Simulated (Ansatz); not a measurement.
**LaS3: from a guess to a relaxed structure**

Where does this trial cell of LaS3 go when cell and atoms are let free?

Computed with Ansatz 0.2.0 (DFT PBE, scalar-relativistic, plane waves, PAW, unless a step's input says otherwise).

### Step 1. The system as given

The structure is hexagonal, space group P6/mmm (No. 191). Conventional cell: a = 4.398 Å, b = 4.398 Å, c = 6.783 Å, α = 90.00°, β = 90.00°, γ = 120.00°. Around La (site symmetry 6/mmm) lie 2 S at 3.39 Å. S (site symmetry -6m2) has 6 S at 2.54 Å as nearest neighbours. Around S (site symmetry 6/mmm) lie 6 S at 2.54 Å and 2 La at 3.39 Å.

Structure file:

```cif
data_structure
_symmetry_space_group_name_H-M 'P6/mmm'
_symmetry_Int_Tables_number 191
_cell_length_a 4.3982
_cell_length_b 4.3982
_cell_length_c 6.7832
_cell_angle_alpha 90.000
_cell_angle_beta 90.000
_cell_angle_gamma 120.000
_cell_volume 113.64
loop_
_atom_site_label
_atom_site_type_symbol
_atom_site_symmetry_multiplicity
_atom_site_Wyckoff_symbol
_atom_site_fract_x
_atom_site_fract_y
_atom_site_fract_z
_atom_site_occupancy
La1 La 1 b 0.00000 0.00000 0.50000 1
S1 S 2 c 0.33333 0.66667 0.00000 1
S2 S 1 a 0.00000 0.00000 0.00000 1
```

The cell is invented: random cell by space group and Wyckoff sites (P6/mmm, No. 191). Its size is a rough estimate.

### Step 2. A first look at the guess

input.yaml

```yaml
crystal:
  lattice:
    - [4.39824759, 0.0, 0.0]
    - [-2.19912379, 3.80899414, 0.0]
    - [0.0, 0.0, 6.78321889]
  atoms:
    - { symbol: La, position: [0.0, 0.0, 0.5] }
    - { symbol: S, position: [0.33333333, 0.66666667, 0.0] }
    - { symbol: S, position: [0.66666667, 0.33333333, 0.0] }
    - { symbol: S, position: [0.0, 0.0, 0.0] }
basis:
  ecutwfc: 420
kpoints:
  mp_grid: { grid: [6, 6, 4] }
hamiltonian:
  xc: pbe
scf:
  occupations: { method: gaussian, width: 0.1 }
  lower_state_search: "off"
output:
  forces: true
  stress: true
  eigenvalues: true
```

Started as:

```bash
$ ansatz run input.yaml --threads 1 --pin off --max-ram 2560MiB --backend cpu --events-out ev --progress --plain --runs-dir out
```

Further runs follow: a loose first relaxation; final relaxation.

What does the calculation give? Wanted: conventional cell; volume; energy over the elements; gap on the mesh.

**Answer**, as computed:

```
                              quantity                                                                       value
symmetry at the end (tolerance 0.05 Å)                                                space group P6/mmm (No. 191)
                     conventional cell  a = 4.954 Å, b = 4.954 Å, c = 5.168 Å, α = 90.00°, β = 90.00°, γ = 120.00°
                                volume                                                               27.46 Å³/atom
              energy over the elements                                                               -0.07 eV/atom
                       gap on the mesh                                                                none (metal)
```

In words: The space group P6/mmm (No. 191) is kept, and the volume per atom shrinks by 3.4 % from the first guess. A negative formation energy is needed for stability but isn't enough; other structures and compounds were not set against it here. No finished test with a distortion of lower symmetry is shown, so the end may be a saddle point. Spin-orbit coupling is left out for La. Spin polarisation is off in the runs that give these values; a magnetic solution could lie lower.
